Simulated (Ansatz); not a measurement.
# C4H9NSeSi: small, medium and large basis sets

The task here is to estimate one member of a computed series from the others.

Program: Ansatz 0.2.0, Gaussian basis. Level of theory: one geometry, several basis sets. These are calculated values, not measurements.

Levels to be run: PBE0-D4/def2-SVP; ωB97M-V/def2-SVP; PBE0-D4/def2-QZVPP; ωB97M-V/def2-QZVPP; the functionals' def2-TZVPP values are taken from earlier runs.

## Structure used throughout

An earlier PBE0-D4 in a triple-zeta def2 set relaxation fixed the geometry.

SMILES `C=C([SiH3])CC(N)=[Se]`, 16 atoms, charge 0, spin multiplicity 1.

Atoms are counted from 1 here; the program's logs count them from 0.

Bond lengths: C1–C2 1.333 Å, C1–H8 1.085 Å, C1–H9 1.089 Å, C2–Si3 1.877 Å, C2–C4 1.506 Å, Si3–H10 1.486 Å, Si3–H11 1.486 Å, Si3–H12 1.486 Å, C4–C5 1.511 Å, C4–H13 1.098 Å, C4–H14 1.090 Å, C5–N6 1.329 Å, C5–Se7 1.795 Å, N6–H15 1.006 Å, N6–H16 1.009 Å. Angles: C2–C1–H8 122.0°, C2–C1–H9 121.6°, H8–C1–H9 116.4°, C1–C2–Si3 120.4°, C1–C2–C4 121.1°, Si3–C2–C4 118.5°, C2–Si3–H10 108.5°, C2–Si3–H11 109.6°, C2–Si3–H12 110.6°, H10–Si3–H11 110.0°, H10–Si3–H12 109.7°, H11–Si3–H12 108.5°, C2–C4–C5 113.4°, C2–C4–H13 109.9°, C2–C4–H14 111.5°, C5–C4–H13 107.1°, C5–C4–H14 107.5°, H13–C4–H14 107.1° and more.

The first run:

Input file in.yaml:

```yaml
crystal:
  periodic: [false, false, false]
  atoms:
    - {symbol: C, position_ang: [-0.714187, -1.669566, -0.774506]}
    - {symbol: C, position_ang: [-0.141954, -0.827509, 0.086331]}
    - {symbol: Si, position_ang: [1.672394, -1.009578, 0.530111]}
    - {symbol: C, position_ang: [-0.929378, 0.285816, 0.726273]}
    - {symbol: C, position_ang: [-0.523779, 1.660450, 0.247912]}
    - {symbol: N, position_ang: [-0.307090, 1.749687, -1.060371]}
    - {symbol: Se, position_ang: [-0.389749, 3.064379, 1.357569]}
    - {symbol: H, position_ang: [-0.160117, -2.475124, -1.245866]}
    - {symbol: H, position_ang: [-1.771017, -1.596946, -1.026662]}
    - {symbol: H, position_ang: [2.229605, -2.159007, -0.228868]}
    - {symbol: H, position_ang: [1.807546, -1.252436, 1.990048]}
    - {symbol: H, position_ang: [2.419912, 0.227994, 0.187392]}
    - {symbol: H, position_ang: [-1.996714, 0.167262, 0.498882]}
    - {symbol: H, position_ang: [-0.828787, 0.272721, 1.811684]}
    - {symbol: H, position_ang: [-0.042146, 2.635561, -1.456850]}
    - {symbol: H, position_ang: [-0.324560, 0.926296, -1.643080]}
basis:
  gaussian: {orbitals: def2-SVP}
hamiltonian: {xc: pbe0, dispersion: d4}
output: {orbitals: {seedname: orbitals}}
```

On the command line:

```
> ansatz run in.yaml --threads 2 --pin off --events-out ev --progress --plain --max-ram 32768MiB --backend cpu
```

Among the steps run: PBE0-D4 in def2-SVP; ωB97M-V in def2-SVP; PBE0-D4 in def2-QZVPP; ωB97M-V in def2-QZVPP.

One of the session's tables, all rows but one given; the rest of the session is left out.

It belongs to the step «Functionals by basis». 

```
functional       basis  HOMO (eV)
   PBE0-D4    def2-SVP          ?
   PBE0-D4  def2-TZVPP      -5.77
   PBE0-D4  def2-QZVPP      -5.80
   ωB97M-V    def2-SVP      -7.67
   ωB97M-V  def2-TZVPP      -7.91
   ωB97M-V  def2-QZVPP      -7.95
```

Q: Estimate the row for PBE0-D4, def2-SVP from the others.

The run gave: HOMO (eV): -5.55. In the column «HOMO (eV)» it is the highest.
